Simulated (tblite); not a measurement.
# C4H12N2Si3: the cost of one run

Programs: tblite 0.8.0 and PySCF 2.14.0, with density-fitted response routines of our own. Each step states its level of theory. These are calculated values for one molecule in the gas phase, unless marked as measured. Atoms count from 0, in the outputs and in this text.

### 1 Starting geometry

21 atoms, charge 0, multiplicity 1; geometry from: force field or distance geometry start.

Bonds of the start (Å): N0–C1 1.15, C1–C2 1.47, C2–C3 1.53, C3–Si4 1.84, Si4–N5 1.76, N5–Si6 1.75, N5–Si7 1.78, Si4–C8 1.89, C8–C2 1.50, C2–H9 1.10, C3–H10 1.09, C3–H11 1.11, Si4–H12 1.46, Si6–H13 1.48, Si6–H14 1.48, Si6–H15 1.47, Si7–H16 1.47, Si7–H17 1.48, Si7–H18 1.46, C8–H19 1.12, C8–H20 1.11.

### 2 Relaxing the molecule with GFN2-xTB

What the job is given:

```
{"job": {"kind": "relax", "xc": "GFN2-xTB", "basis": "xTB"}, "charge": 0, "multiplicity": 1}
N      1.084300    -1.016300    -2.638700
C      1.551700    -0.838200    -1.608700
C      2.156800    -0.639700    -0.282500
C      1.906500     0.760300     0.271200
Si     0.230900     0.313700     0.893800
N     -1.095100     0.162200    -0.250500
Si    -1.615700     1.631400    -1.046000
Si    -2.381700    -0.757600     0.564100
C      1.312400    -1.233400     0.800300
H      3.208500    -0.972400    -0.256600
H      1.861100     1.492800    -0.540500
H      2.670000     0.959500     1.053200
H     -0.086500     0.596200     2.289600
H     -0.474800     2.290200    -1.720700
H     -2.620100     1.286300    -2.070500
H     -2.220600     2.625500    -0.146200
H     -2.853700     0.015500     1.720300
H     -1.747800    -1.982400     1.108100
H     -3.459100    -1.143500    -0.344600
H      1.834200    -1.435200     1.769900
H      0.729500    -2.097900     0.434300
```

Run with:

```console
> OMP_NUM_THREADS=1 python probes_run.py task.json out
```

This one command runs all jobs of the session in turn.

Q: Estimate the wall time and peak memory of this first job on 1 thread of Arm Neoverse N1, shared host.

About 3.9 s, with a peak of 0.18 GiB.
